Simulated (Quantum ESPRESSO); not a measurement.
## ZnS3: zone-centre phonons under several settings

```
Zn S
1.0
     0.00000    3.18080    3.18080
     3.18080    0.00000    3.18080
     3.18080    3.18080    0.00000
Zn S
1 3
Direct
  0.00000 0.00000 0.00000
  0.25000 0.25000 0.25000
  0.75000 0.75000 0.75000
  0.50000 0.50000 0.50000
```

The cell was built by a generator and needn't be a form met in nature.

All runs used Quantum ESPRESSO 7.5; potentials SG15 PBE 1.2; k mesh 2 × 2 × 2, shifted; no spin polarisation; cutoff 952 eV; occupations fermi-dirac, width 0.05 eV.

| level | geometry | volume (Å³/atom) | pressure (GPa) | lowest optical mode without the field (cm⁻¹) | highest optical mode without the field (cm⁻¹) |
| --- | --- | --- | --- | --- | --- |
| PBE | relaxed at 0 GPa | ? | 0.0 | ? | ? |
| PBE | relaxed at 2 GPa | 15.60 | 2.0 | 244i | 94 |
| PBE | relaxed at 5 GPa | 15.09 | 5.0 | 240i | 110 |
| PBE | relaxed at 10 GPa | 14.40 | 10.0 | 233i | 133 |
| PBE | relaxed at 15 GPa | 13.84 | 15.0 | 225i | 156 |

Problem. What stands in the row left open?

Solution. Volume 16.01 Å³/atom; lowest optical mode without the field 248i cm⁻¹; highest optical mode without the field 81 cm⁻¹.

Values marked i are imaginary: the cell is unstable against those modes at that level, or the meshes are too thin.

Caveats: all runs use coarse meshes; the mesh is thin for the phonons of a metal; some modes are imaginary; the cell is more than 3 GPa from zero pressure, which shifts response properties (some runs).

For the row left open. Caveat: the k mesh is coarse (spacing up to 0.86 Å⁻¹), so the values aren't converged; the mesh is thin for the phonons of a metal; some modes are imaginary.
